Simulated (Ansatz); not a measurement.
# CAM-B3LYP/cc-pVDZ run of CHFGaN (SMILES N#[C][GaH][F])

Aim: the vertical ionisation energy of CHFGaN at CAM-B3LYP/cc-pVDZ, from 2 runs. 

The results are computed with Ansatz 0.2.0.

126 further runs of the same task are left out: 126 set aside as unsound or not needed.

## 1. Starting point

CHFGaN has 5 atoms, charge 0, and is taken as a singlet. SMILES: `N#[C][GaH][F]`. The coordinates come from a PBE0-D4/def2-TZVP relaxation.

Bond lengths: N1–C2 1.152 Å, C2–Ga3 1.931 Å, Ga3–F4 1.741 Å, Ga3–H5 1.539 Å. Angles: N1–C2–Ga3 177.5°, C2–Ga3–F4 112.3°, C2–Ga3–H5 127.5°, F4–Ga3–H5 120.2°.

## 2. The energy at CAM-B3LYP/cc-pVDZ

File input.yaml:

```yaml
crystal:
  periodic: [false, false, false]
  atoms:
    - {symbol: N, position_ang: [1.214000, -1.657200, 1.266000]}
    - {symbol: C, position_ang: [0.641000, -0.864700, 0.656300]}
    - {symbol: Ga, position_ang: [-0.259700, 0.519000, -0.345500]}
    - {symbol: F, position_ang: [-1.724700, -0.053500, -1.092600]}
    - {symbol: H, position_ang: [0.179200, 1.982700, -0.525600]}
basis:
  gaussian: {orbitals: cc-pVDZ}
hamiltonian: {xc: {name: CAM-B3LYP}}
output: {orbitals: {seedname: orbitals}}
accuracy: high
```

Command:

```bash
$ ansatz run input.yaml --threads 1 --pin off --max-ram 3480MiB --events-out events.jsonl --progress --plain --runs-dir runs
```

Output:

```text
Warning: RAYON_NUM_THREADS=1 ignored (pool sized by the plan → 1); use --threads N
Functional definition: CAM-B3LYP
  name "CAM-B3LYP"
  parameter alpha = 0.19
  parameter beta = 0.46
  parameter omega = 0.33/bohr
  parameter ac = 0.81
  exchange = (1 - alpha - beta)*b88_x + beta*b88_x_sr(omega) + alpha*exact_x + beta*exact_x_lr(omega)
  correlation = (1 - ac)*vwn5_c + ac*lyp_c
1569 factors; integrals over basis functions are off by at most 4.4e-9 eV
339 factors; integrals over basis functions are off by at most 1.5e-9 eV
mean field evaluation 1: about -57634.1036 eV, gradient 4.9e1 eV
mean field evaluation 2: about -57627.7752 eV, gradient 7.9e1 eV
mean field evaluation 4: about -57639.0533 eV, gradient 2.9e0 eV
mean field evaluation 8: about -57639.1614 eV, gradient 9.8e-2 eV
mean field evaluation 16: about -57639.1615 eV, gradient 1.5e-5 eV
mean field -57639.16147001 eV, -2118.2001147959 hartree, gradient 6.7e-8 eV, S^2 0.000000; 0 other end points of the search recorded, 0 dependent functions left out
reference -57639.16148727 eV, -2118.2001154305 hartree; 27, 27 occupied and 47, 47 virtual orbitals, 1569 factors
Total energy: -57639.16148727 eV, -2118.2001154305 hartree
```

Wall time 6 s (1 thread of Arm Neoverse V2, shared host); peak memory 0.25 GiB.

## 3. The doublet cation

File in.yaml:

```yaml
crystal:
  periodic: [false, false, false]
  atoms:
    - {symbol: "N", position_ang: [1.214000, -1.657200, 1.266000]}
    - {symbol: C, position_ang: [0.641000, -0.864700, 0.656300]}
    - {symbol: Ga, position_ang: [-0.259700, 0.519000, -0.345500]}
    - {symbol: F, position_ang: [-1.724700, -0.053500, -1.092600]}
    - {symbol: H, position_ang: [0.179200, 1.982700, -0.525600]}
basis:
  gaussian: {orbitals: cc-pVDZ}
total_charge: 1
magnetization: {spin_polarized: true, initial_magnetization: 1}
hamiltonian: {xc: {name: CAM-B3LYP}}
accuracy: high
output: {orbitals: {seedname: orbitals}}
```

Command:

```bash
$ ansatz run in.yaml --threads 1 --pin off --max-ram 3480MiB --events-out events.jsonl --progress --plain --runs-dir runs
```

Output, cut to the lines that bear on the results:

```text
Warning: RAYON_NUM_THREADS=1 ignored (pool sized by the plan → 1); use --threads N
[... 2 set-up lines as earlier in the session ...]
[...]
1569 factors; integrals over basis functions are off by at most 4.4e-9 eV
339 factors; integrals over basis functions are off by at most 1.5e-9 eV
[...]
mean field -57626.54928957 eV, -2117.7366257137 hartree, gradient 2.5e-8 eV, S^2 0.774989; 6 other end points of the search recorded, 0 dependent functions left out
reference -57626.54930712 eV, -2117.7366263587 hartree; 27, 26 occupied and 47, 48 virtual orbitals, 1569 factors
Total energy: -57626.54930712 eV, -2117.7366263587 hartree
```

Wall time 24 s (1 thread of Arm Neoverse V2, shared host); peak memory 0.38 GiB.

## 4. Summary of results

At CAM-B3LYP/cc-pVDZ:

| quantity | value |
| --- | --- |
| singlet CHFGaN: total energy | -2118.20012 Eh |
| singlet CHFGaN: HOMO energy | -11.36 eV |
| singlet CHFGaN: LUMO energy | -1.47 eV |
| singlet CHFGaN: HOMO–LUMO gap | 9.89 eV |
| doublet cation: total energy | -2117.73663 Eh |
| doublet cation: HOMO energy (highest over α and β) | -17.55 eV |
| doublet cation: LUMO energy (lowest over α and β) | -13.85 eV |
| doublet cation: ⟨S²⟩ | 0.775 |
| vertical ionisation energy (to the doublet cation) | 12.612 eV |

Removing an electron at fixed nuclei costs 12.61 eV (291 kcal/mol). −ε(HOMO) before ionisation, 11.36 eV, is 1.25 eV below this ionisation energy.
